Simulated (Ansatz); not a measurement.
# BH₃O₂Si with the probe HF: a probe moved round a molecule

A grid of calculations on BH₃O₂Si (SMILES OB=[SiH]O) with the probe HF, to see where the energy is lowest and how it rises around there.

The runs use Ansatz 0.2.0; RKS PBE0-D4/def2-SVPD.

## 1. The system as given

SMILES `OB=[SiH]O`, 7 atoms, charge 0, spin multiplicity 1.

Atoms are counted from 1 here; the program's logs count them from 0.

Bond lengths: O1–B2 1.321 Å, O1–H5 0.975 Å, B2–Si3 1.961 Å, Si3–O4 1.726 Å, Si3–H6 1.513 Å, O4–H7 0.971 Å. Angles: B2–O1–H5 117.3°, O1–B2–Si3 148.1°, B2–Si3–O4 110.8°, B2–Si3–H6 103.1°, O4–Si3–H6 104.0°, Si3–O4–H7 113.0°.

Geometry (Å):

```tsv
atom	x (Å)	y (Å)	z (Å)
O1	-2.0798	0.5376	-0.6100
B2	-0.9960	0.0697	-0.0183
Si3	0.8345	0.3964	0.6039
O4	1.9594	-0.5946	-0.2512
H5	-2.8486	-0.0591	-0.6724
H6	0.8297	-0.1780	2.0039
H7	2.3009	-0.1720	-1.0559
```

This geometry comes from a loose relaxation at PBE in a small basis, which is not shown.

## 4. Setting up the map

The probe is moved over a plane parallel to the molecule's main plane, 2.99 Å above it (x and y are the axes of that plane, centred on the molecule).

- x of the probe's H atom: 11 values from −3.70 to 3.70 Å
- y of the probe's H atom: 9 values from −2.96 to 2.96 Å

Nothing else is relaxed (molecule and probe rigid, the probe upright with H nearest the plane). Energies count from molecule and probe far apart, each relaxed in its own basis (no counterpoise correction). Points are written as (first, second).

The probe HF moves over a plane: parallel to the molecule's main plane, 2.99 Å above it. The molecule is turned into the frame of its main axes, as the inputs below show.

(The set-up runs are not shown.)

## 5. The run at (−2.22 Å, −2.96 Å)

Input file input.yaml:

```yaml
crystal:
  periodic: [false, false, false]
  atoms:
    - { symbol: O, position_ang: [2.103344, -0.211337, 0.150957] }
    - { symbol: B, position_ang: [0.876596, 0.014888, -0.23983] }
    - { symbol: Si, position_ang: [-0.906598, 0.718898, 0.065983] }
    - { symbol: O, position_ang: [-2.073343, -0.522449, 0.02289] }
    - { symbol: H, position_ang: [2.712054, -0.610923, -0.48142] }
    - { symbol: H, position_ang: [-1.171011, 1.565442, -1.144286] }
    - { symbol: H, position_ang: [-2.321509, -0.856358, 0.887554] }
    - { symbol: H, position_ang: [-2.22, -2.96, 2.99] }
    - { symbol: F, position_ang: [-2.22, -2.96, 3.910219] }
basis:
  gaussian: { orbitals: def2-SVPD }
hamiltonian:
  xc: pbe0
  dispersion: d4
output:
  forces: true
```

The run is started by

```bash
ansatz run input.yaml --threads 1 --pin off --max-ram 2560MiB --backend cpu --events-out ev --progress --plain --runs-dir out
```

The session goes on with these runs: all other points of the grid.

Before running it: what results should come out? Wanted: lowest point; highest computed point; dipole moment; largest force on an atom.

The runs gave:

| quantity | value |
| --- | --- |
| lowest point | (−0.74 Å, 1.48 Å), −1983 cm⁻¹ |
| highest computed point | (−2.22 Å, −1.48 Å), 2603 cm⁻¹ above the lowest |
| dipole moment (D) | 3.47 at (2.96 Å, −0.74 Å) to 4.84 at (−1.48 Å, 1.48 Å); 4.74 at the lowest point |
| largest force on an atom (eV/Å) | 0.05 at (2.96 Å, 2.96 Å) to 0.62 at (−0.74 Å, 0.74 Å); 0.58 at the lowest point |
| time for the whole task | 13 min on 1 thread, shared host |

The lowest computed point is at (−0.74 Å, 1.48 Å), −1983 cm⁻¹ from molecule and probe far apart, each relaxed in its own basis (no counterpoise correction). The grid is coarse, so the true minimum lies between grid points and may sit elsewhere than the lowest one. No other kind of well shows on this grid. The highest computed point, (−2.22 Å, −1.48 Å), lies 2603 cm⁻¹ above the lowest. Near the minimum the curvatures are about 0.13 and 0.17 eV/Å² along the soft and the stiff direction. Without a counterpoise correction the wells come out somewhat too deep.
